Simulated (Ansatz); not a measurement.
# Ir (Ir (111), 5 layers): how the settings move a relaxation

How sensitive is a relaxation of Ir (Ir (111), 5 layers) to its settings? A reference run comes first, then one run with altered input.

Computed with Ansatz 0.2.0 (reference: DFT, r2SCAN, PAW with Ansatz's default frozen-core files, scalar-relativistic, unless a step's input says otherwise).

### Step 1. Starting point

It takes space group P-3m1 (No. 164, trigonal). The conventional cell has a = 2.719 Å, b = 2.719 Å, c = 24.880 Å, α = 90.00°, β = 90.00°, γ = 120.00°. Ir (site symmetry 3m) is surrounded by 9 Ir at 2.72 Å. Around Ir (site symmetry 3m) lie 12 Ir at 2.72 Å. Around Ir (site symmetry -3m) lie 12 Ir at 2.72 Å.

Structure file:

```cif
data_structure
_symmetry_space_group_name_H-M 'P-3m1'
_symmetry_Int_Tables_number 164
_cell_length_a 2.7189
_cell_length_b 2.7189
_cell_length_c 24.8798
_cell_angle_alpha 90.000
_cell_angle_beta 90.000
_cell_angle_gamma 120.000
_cell_volume 159.28
loop_
_atom_site_label
_atom_site_type_symbol
_atom_site_symmetry_multiplicity
_atom_site_Wyckoff_symbol
_atom_site_fract_x
_atom_site_fract_y
_atom_site_fract_z
_atom_site_occupancy
Ir1 Ir 2 d 0.33333 0.66667 0.32155 1
Ir2 Ir 2 d 0.66667 0.33333 0.41077 1
Ir3 Ir 1 b 0.00000 0.00000 0.50000 1
```

### Step 2. Reference

Input file input.yaml:

```yaml
crystal:
  lattice:
    - [2.7188675792, 0.0, 0.0]
    - [-1.3594337896, 2.3546083932, 0.0]
    - [0.0, 0.0, 24.8798]
  atoms:
    - { symbol: Ir, position: [0.833333333, 0.166666667, 0.3215463082] }
    - { symbol: Ir, position: [0.166666667, 0.833333333, 0.4107731538] }
    - { symbol: Ir, position: [0.5, 0.5, 0.5] }
    - { symbol: Ir, position: [0.833333333, 0.166666667, 0.5892268462] }
    - { symbol: Ir, position: [0.166666667, 0.833333333, 0.6784536918] }
kpoints:
  mp_grid: { grid: [17, 17, 1] }
scf:
  occupations: { method: fermi_dirac, width: 0.05 }
hamiltonian:
  xc: r2scan
  pseudopotentials: { kind: paw }
output:
  forces: true
  stress: true
  eigenvalues: true
  write_density: true
  write_potential: true
  elf: true
  volumetric_format: npy
relax:
  f_tol: 0.01
  max_steps: 40
efield:
  axis: 3
  amplitude: 0
  dipole_correction: true
```

Launch:

```
ansatz run input.yaml --threads 2 --pin off --max-ram 4096MiB --backend cpu --events-out ev --progress --plain --runs-dir out
```

### Step 3. Changing settings: mp_grid.shift [0.5, 0.5, 0.0]

input.yaml, as its differences from that of step 2:

```diff
@@ -12,3 +12,3 @@
 kpoints:
-  mp_grid: { grid: [17, 17, 1] }
+  mp_grid: { grid: [17, 17, 1], shift: [0.5, 0.5, 0.0] }
 scf:
```

Q: Predict the outcome of this session. Wanted: for each run, ending; energy change; gap; force.

The runs gave:

```
                             run     ending  energy change  gap (eV)  force (eV/Å)  cycles   time
                       reference  converged              0      0.00          0.01      35   76 s
1: mp_grid.shift [0.5, 0.5, 0.0]  converged  +1.9 meV/atom      0.00          0.01      35  3 min
```

What this shows: Changing the k-point mesh moves the energy by +1.9 meV/atom. The energy is not variational in the mesh, so the sign tells nothing. The relaxations can also end on different shapes, since the mesh sets the symmetry kept. Cost: 3 min against 76 s.
